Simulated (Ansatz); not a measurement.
Working through a relaxation of cell and ions of NbH, space group I4/mmm

With Ansatz 0.2.0, Python API.

The cells in order, each with its output:

**Cell 1**
```python
import json

import ansatz
import matplotlib.pyplot as plt
import numpy as np
from pymatgen.core import Structure
```

**Cell 2**
```python
CUTOFF = 630
SIGMA = 0.1
SCF_TOL = 1e-05
N_EMPTY = 8
FORCE_TOL = 0.05

def edges_and_angles(cell):
    cell = np.asarray(cell)
    a, b, c = np.linalg.norm(cell, axis=1)
    cosines = cell[1] @ cell[2] / (b * c), cell[0] @ cell[2] / (a * c), cell[0] @ cell[1] / (a * b)
    return (a, b, c, *np.degrees(np.arccos(cosines)))

lattice = ansatz.Lattice.of(
    [-1.606964, 1.606964, 1.984301],
    [1.606964, -1.606964, 1.984301],
    [1.606964, 1.606964, -1.984301],
)
sites = [
    ("Nb", [0.0, 0.0, 0.0]),
    ("H", [0.5, 0.5, 0.0]),
]
system = ansatz.Crystal(lattice=lattice)
for symbol, position in sites:
    system = system.atom(symbol, position)
```

**Cell 3**
```python
system.resolved().tree()["lattice"]
```
Output:
```text
((-1.606964, 1.606964, 1.984301), (1.606964, -1.606964, 1.984301), (1.606964, 1.606964, -1.984301))
```

**Cell 4**
```python
# edges free, angles fixed
model = (
    system.calculation()
    .functional(ansatz.Functional.PBESOL)
    .basis(CUTOFF)
    .kpoints(10, center="monkhorst-pack")
    .occupations(ansatz.OccupationsMethod.FERMI_DIRAC, width=SIGMA)
    .scf(tolerance=SCF_TOL, extra_bands=N_EMPTY, lower_state_search="standard")
    .relax(force_tolerance=FORCE_TOL, max_steps=40, max_displacement=0.05, fix_cell=["angles"], stress_tolerance=0.01)
    .band_table()
)
done = model.run(events_out="stream.ndjson")
with open("stream.ndjson") as stream:
    events = [json.loads(line) for line in stream]
steps = [e["data"] for e in events if e["event"] == "relax_step"]
r = done.report
```
Output:
```text
DeckWarning: crystal.symmetry: narrowed to the stabiliser of the fixed cell quantities (relax.cell.fix) — unitary ops 16 → 4. The narrowing is safe, since a smaller group never makes results wrong: the run goes on under it, on as many k-points as the starting [...]
DeckWarning: scf.convergence.dr2_threshold = 1e-5 eV is looser than this run's default, which is 1e-7 eV or tighter. The error in the forces grows as the threshold's square root, so leave the key out unless less accurate forces are enough
DeckWarning: relax.cell: scf.convergence.dr2_threshold = 1e-5 eV is looser than the 8e-12 eV advised for a relaxation that steers and ends on the stress (1e-10 eV for each atom of the cell: 2, times the square of relax.cell.stress_tol = 0.01 GPa over its [...]
```

**Cell 5**
```python
r["kpoints_frac"][:4]
```
Output:
```text
[[0.05, 0.05, 0.05], [0.05, 0.05, 0.15000000000000002], [0.05, 0.05, 0.25], [0.05, 0.05, 0.35]]
```

**Cell 6**
```python
r["kweights"]
```
Output:
```text
[0.002, 0.002, 0.002, 0.002, 0.002, 0.002, 0.002, 0.002, 0.002, 0.002, 0.004, 0.004, 0.004, 0.004,
 0.004, 0.004, 0.004, 0.004, 0.004, 0.004, 0.004, 0.004, 0.004, 0.004, 0.004, 0.004, 0.004, 0.004,
 0.004, 0.004, 0.004, 0.004, 0.004, 0.004, 0.004, 0.004, 0.004, 0.004, 0.004, 0.004, 0.004, 0.004,
 0.004, 0.004, 0.004, 0.004, 0.004, 0.004, 0.004, 0.004, 0.004, 0.004, 0.004, 0.004, 0.004, 0.004,
 0.004, 0.004, 0.004, 0.004, 0.004, 0.004, 0.004, 0.004, 0.004, 0.004, 0.004, 0.004, 0.004, 0.004,
 0.004, 0.004, 0.004, 0.004, 0.004, 0.004, 0.004, 0.004, 0.004, 0.004, 0.004, 0.004, 0.004, 0.004,
 0.004, 0.004, 0.004, 0.004, 0.004, 0.004, 0.004, 0.004, 0.004, 0.004, 0.004, 0.002, 0.002, 0.002,
 0.002, 0.002, 0.002, 0.002, 0.002, 0.002, 0.002, 0.004, 0.004, 0.004, 0.004, 0.004, 0.004, 0.004,
 0.004, 0.004, 0.004, 0.004, 0.004, 0.004, 0.004, 0.004, 0.004, 0.004, 0.004, 0.004, 0.004, 0.004,
 0.004, 0.004, 0.004, 0.004, 0.004, 0.004, 0.004, 0.004, 0.004, 0.004, 0.004, 0.004, 0.004, 0.004,
 0.004, 0.004, 0.004, 0.004, 0.004, 0.004, 0.004, 0.004, 0.004, 0.004, 0.004, 0.004, 0.004, 0.004,
 0.004, 0.004, 0.004, 0.004, 0.004, 0.004, 0.004, 0.004, 0.004, 0.004, 0.004, 0.004, 0.004, 0.004,
 0.004, 0.004, 0.002, 0.002, 0.002, 0.002, 0.002, 0.002, 0.002, 0.002, 0.002, 0.002, 0.004, 0.004,
 0.004, 0.004, 0.004, 0.004, 0.004, 0.004, 0.004, 0.004, 0.004, 0.004, 0.004, 0.004, 0.004, 0.004,
 0.004, 0.004, 0.004, 0.004, 0.004, 0.004, 0.004, 0.004, 0.004, 0.004, 0.004, 0.004, 0.004, 0.004,
 0.004, 0.004, 0.004, 0.004, 0.004, 0.004, 0.004, 0.004, 0.004, 0.004, 0.004, 0.004, 0.004, 0.004,
 0.004, 0.002, 0.002, 0.002, 0.002, 0.002, 0.002, 0.002, 0.002, 0.002, 0.002, 0.004, 0.004, 0.004,
 0.004, 0.004, 0.004, 0.004, 0.004, 0.004, 0.004, 0.004, 0.004, 0.004, 0.004, 0.004, 0.004, 0.004,
 0.004, 0.004, 0.004, 0.004, 0.004, 0.004, 0.004, 0.004, 0.002, 0.002, 0.002, 0.002, 0.002, 0.002,
 0.002, 0.002, 0.002, 0.002, 0.004, 0.004, 0.004, 0.004, 0.004]
```

**Cell 7**
```python
done.lattice.cell_ang
```
Output:
```text
array([[-1.58388892,  1.61276882,  1.97353257],
       [ 1.61276882, -1.58388892,  1.97353257],
       [ 1.54670414,  1.54670414, -1.9501445 ]])
```

**Cell 8**
```python
for s in steps:
    flag = "" if s["accepted"] else "  (rejected)"
    print("step %2d  E = %.5f eV  largest force component = %.4f eV/A%s" % (s["step"], s["lagrangian_ev"], s["allowed_force_max_ev_ang"], flag))

first, last = steps[0], steps[-1]
symbols = [site.symbol for site in done.lattice.sites]
print(f"energy gained {first['lagrangian_ev'] - last['lagrangian_ev']:.4f} eV in {len(steps) - 1} steps")
for label, vectors in (("before", first["cell_ang"]), ("after", done.lattice.cell_ang)):
    print(label, "a b c (A) {:.4f} {:.4f} {:.4f}  angles {:.2f} {:.2f} {:.2f}".format(*edges_and_angles(vectors)), f" V = {abs(np.linalg.det(vectors)):.3f} A^3")
print("final stress xx yy zz (GPa, compression positive):", np.round(np.diag(r["stress_gpa"]), 3) + 0.0)

change = np.array(last["positions_ang"]) @ np.linalg.inv(last["cell_ang"]) - np.array(first["positions_ang"]) @ np.linalg.inv(first["cell_ang"])
moved = np.linalg.norm(change @ np.array(last["cell_ang"]), axis=1)
print("displacement within the cell, strain taken out (A):", " ".join(f"{s}:{d:.3f}" for s, d in zip(symbols, moved)))
```
Output:
```text
step  1  E = -4511.49010 eV  largest force component = 0.0000 eV/A
step  2  E = -4511.42056 eV  largest force component = 0.0000 eV/A  (rejected)
step  3  E = -4511.50887 eV  largest force component = 0.0000 eV/A
step  4  E = -4511.50920 eV  largest force component = 0.0000 eV/A
step  5  E = -4511.50925 eV  largest force component = 0.0000 eV/A
step  6  E = -4511.50962 eV  largest force component = 0.0000 eV/A
step  7  E = -4511.50966 eV  largest force component = 0.0000 eV/A
step  8  E = -4511.50966 eV  largest force component = 0.0000 eV/A
step  9  E = -4511.50964 eV  largest force component = 0.0000 eV/A
step  9  E = -4511.50964 eV  largest force component = 0.0000 eV/A
energy gained 0.0195 eV in 9 steps
before a b c (A) 3.0170 3.0170 3.0170  angles 115.63 115.63 97.75  V = 20.497 A^3
after a b c (A) 3.0008 3.0008 2.9305  angles 115.63 115.63 97.75  V = 19.695 A^3
final stress xx yy zz (GPa, compression positive): [-0.292 -0.292  0.582]
displacement within the cell, strain taken out (A): Nb:0.000 H:0.000
```

**Cell 9**
```python
fig, (top, bottom) = plt.subplots(2, 1, sharex=True, figsize=(4.5, 4))
top.plot([s["lagrangian_ev"] - last["lagrangian_ev"] for s in steps], "o-")
top.set_ylabel("E - E(final) (eV)")
bottom.semilogy([max(s["allowed_force_max_ev_ang"], 1e-6) for s in steps], "s-")
bottom.set(xlabel="step", ylabel="largest force (eV/A)")
fig.tight_layout()
fig.savefig("relax.png", dpi=100)
```

**Cell 10**
```python
for key in ("converged", "n_iterations", "n_electrons", "n_kpoints", "n_pw", "n_symmetry_ops", "free_energy_ev", "fermi_energy_ev"):
    print(f"{key:18s} {r[key]}")
```
Output:
```text
converged          True
n_iterations       2
n_electrons        14.0
n_kpoints          275
n_pw               691
n_symmetry_ops     4
free_energy_ev     -4511.509639742755
fermi_energy_ev    17.550429618266453
```

**Cell 11**
```python
final = Structure(done.lattice.cell_ang, [s.symbol for s in done.lattice.sites], [s.position_frac for s in done.lattice.sites])
# count neighbours out to a fixed multiple of the shortest distance
for index, (site, neighbours) in enumerate(zip(final, final.get_all_neighbors(5.5))):
    first = min(n.nn_distance for n in neighbours)
    shell = [n for n in neighbours if n.nn_distance < 1.2 * first]
    mean = sum(n.nn_distance for n in shell) / len(shell)
    print(f"atom {index} {site.specie.symbol}: {len(shell)} neighbours within 1.2 of the shortest distance, mean {mean:.3f} A")
```
Output:
```text
atom 0 Nb: 6 neighbours within 1.2 of the shortest distance, mean 2.147 A
atom 1 H: 6 neighbours within 1.2 of the shortest distance, mean 2.147 A
```

**Cell 12**
```python
fermi = r["fermi_energy_ev"]
print("levels less the Fermi level (eV) at the first k-points (first spin channel where there are two)")
for k, levels in list(zip(r["kpoints_frac"], r["eigenvalues_ev"]))[:6]:
    print("k = ({:.3f}, {:.3f}, {:.3f})".format(*k))
    print("   ", " ".join(f"{e - fermi:.3f}" for e in levels))
```
Output:
```text
levels less the Fermi level (eV) at the first k-points (first spin channel where there are two)
k = (0.050, 0.050, 0.050)
    -54.905 -30.661 -30.501 -30.459 -9.237 -0.991 -0.627 0.785 0.956 1.737 8.671 12.372 12.814 15.350 17.085
k = (0.050, 0.050, 0.150)
    -54.854 -30.897 -30.595 -30.554 -8.406 -1.805 -0.784 0.883 1.327 2.031 8.592 13.147 14.397 16.342 20.235
k = (0.050, 0.050, 0.250)
    -54.789 -31.165 -30.772 -30.619 -7.875 -2.603 -0.854 2.049 2.166 2.831 8.908 11.923 14.025 17.070 18.790
k = (0.050, 0.050, 0.350)
    -54.736 -31.375 -30.908 -30.670 -8.014 -3.160 0.418 2.934 3.236 4.340 8.798 9.840 11.210 16.272 19.800
k = (0.050, 0.050, 0.450)
    -54.714 -31.464 -30.954 -30.689 -8.175 -3.361 1.373 3.205 3.880 5.574 8.162 8.762 9.926 15.298 21.066
k = (0.050, 0.050, -0.450)
    -54.732 -31.402 -30.898 -30.667 -8.010 -3.169 0.364 2.919 3.212 4.497 8.669 9.829 11.517 15.961 19.646
```

Caveats:
- The settings weren't tested for convergence.
- Forces vanish by symmetry, so the ions can't move, and the end may be a saddle.
- The mesh is modest for a metal, so energies can be off by several to tens of meV an atom and pressures by half a GPa or more; differences at equal mesh fare better.
- The zero of the levels is a convention of the potentials, so an absolute Fermi energy is no work function.
- Energies along a relaxation are free energies. Rows at an unchanged volume are solved on a plane-wave basis chosen afresh for that cell, so the energy jumps there and such rows are no steps of the walk.
- Edges and angles are those of the cell as typed, here a primitive one, not of the conventional cell.
- The cell relaxed to the group C2/m; tensors and edges are in the axes of the typed cell.
- This cell is a computed structure, which may not be the phase found in nature.
- Gaps and levels are Kohn-Sham values on a finite set of k-points, without spin-orbit coupling.
- Warnings are shown shortened and without file and line.
- Finished in 72 s on 1 thread of Intel(R) Xeon(R) Platinum 8259CL CPU @ 2.50GHz (Skylake/Cascade Lake) (shared host), peak memory 0.58 GiB.

(Lines on the test bed's own set-up are left out of the output.)
